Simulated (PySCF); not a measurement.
# [La(H2CO)]3+: other functionals and bases at one geometry

An exercise on one series of results from a longer session: the logs are not shown, and one member is left open.

Computed with PySCF 2.14.0. Level: several levels, as the steps say, no spin–orbit coupling.

1 further run of the same task is left out (for a known fault of the program).

### The system as given

5 atoms, charge 3, spin multiplicity 1.

Bond lengths: La1–O2 2.231 Å, O2–C3 1.261 Å, C3–H4 1.112 Å, C3–H5 1.112 Å. Angles: La1–O2–C3 180.0°, O2–C3–H4 119.5°, O2–C3–H5 119.5°, H4–C3–H5 121.0°.

Geometry (Å):

| atom | x (Å) | y (Å) | z (Å) |
| --- | --- | --- | --- |
| La1 | 0.00000 | 0.00000 | -0.31132 |
| O2 | 0.00000 | 0.00000 | 1.91985 |
| C3 | 0.00000 | 0.00000 | 3.18059 |
| H4 | 0.96798 | 0.00000 | 3.72801 |
| H5 | -0.96798 | 0.00000 | 3.72801 |

Formal oxidation states: La +3. An earlier session relaxed this geometry at PBE0, La def2-SVP with ECP46, O def2-SVP, C def2-SVP, H def2-SVP (singlet, point group C2v).

At PBE0 on the finer grid: E = -144.636936 Eh, HOMO -24.39 eV, LUMO -18.86 eV, Mulliken charge on La1 +2.48 e, largest force component 0.001 eV/Å. 

Levels to run: CAM-B3LYP; wB97X; PBE0, TZVP. Hardware: 2 threads of Intel Xeon at 2.50GHz (Skylake/Cascade Lake), shared host.

Set-up of the first run:

run.py (the lines that set the calculation) reads:

```python
mol = gto.M(atom='''
La     0.00000     0.00000    -0.31132
O      0.00000     0.00000     1.91985
C      0.00000     0.00000     3.18059
H      0.96798     0.00000     3.72801
H     -0.96798     0.00000     3.72801''',
    basis={'La': 'def2-SVP', 'O': 'def2-SVP', 'C': 'def2-SVP', 'H': 'def2-SVP'},
    ecp={'La': 'def2-SVP'},
    charge=3, spin=0)
mf = dft.RKS(mol, xc='CAMB3LYP')
mf.grids.atom_grid = (75, 302)  # f atoms: unpruned, at least (60, 302)
mf = mf.density_fit()  # fitting sets: La def2-universal-JKFIT, O def2-universal-JKFIT, C def2-universal-JKFIT, H def2-universal-JKFIT
mf.conv_tol = 1e-08; mf.max_cycle = 55
mf.kernel(dm0)  # dm0: the density of the relaxed state
```

Launch:

```
$ OMP_NUM_THREADS=2 python run.py
```

Steps of the session up to this table: CAM-B3LYP; wB97X; PBE0, TZVP.

One of the session's tables, all rows but one given; the rest of the session is left out.

```
              level  HOMO (eV)  gap (eV)  charge on La1 (e)  dipole (D)  largest force component (eV/Å)
PBE0 (relaxed here)     -24.39      5.53               2.48        3.36                            0.00
          CAM-B3LYP     -25.73      7.97               2.49        3.18                            0.13
              wB97X          ?         ?                  ?           ?                               ?
         PBE0, TZVP     -24.36      5.51               2.52        3.41                            0.30
```

Estimate the missing values for wB97X.

**Answer.** HOMO (eV): -26.66; gap (eV): 10.25; charge on La1 (e): 2.51; dipole (D): 2.99; largest force component (eV/Å): 0.27. In the column «HOMO (eV)» it is the lowest.

The dipole of a charged species depends on the origin, so these sizes hold for this origin alone.

In one basis the HOMO–LUMO gap runs from 5.53 eV (PBE0) to 10.25 eV (wB97X). The largest leftover force, 0.30 eV/Å with PBE0, TZVP, stands at a geometry relaxed at another level. Total energies of different levels can't be compared.
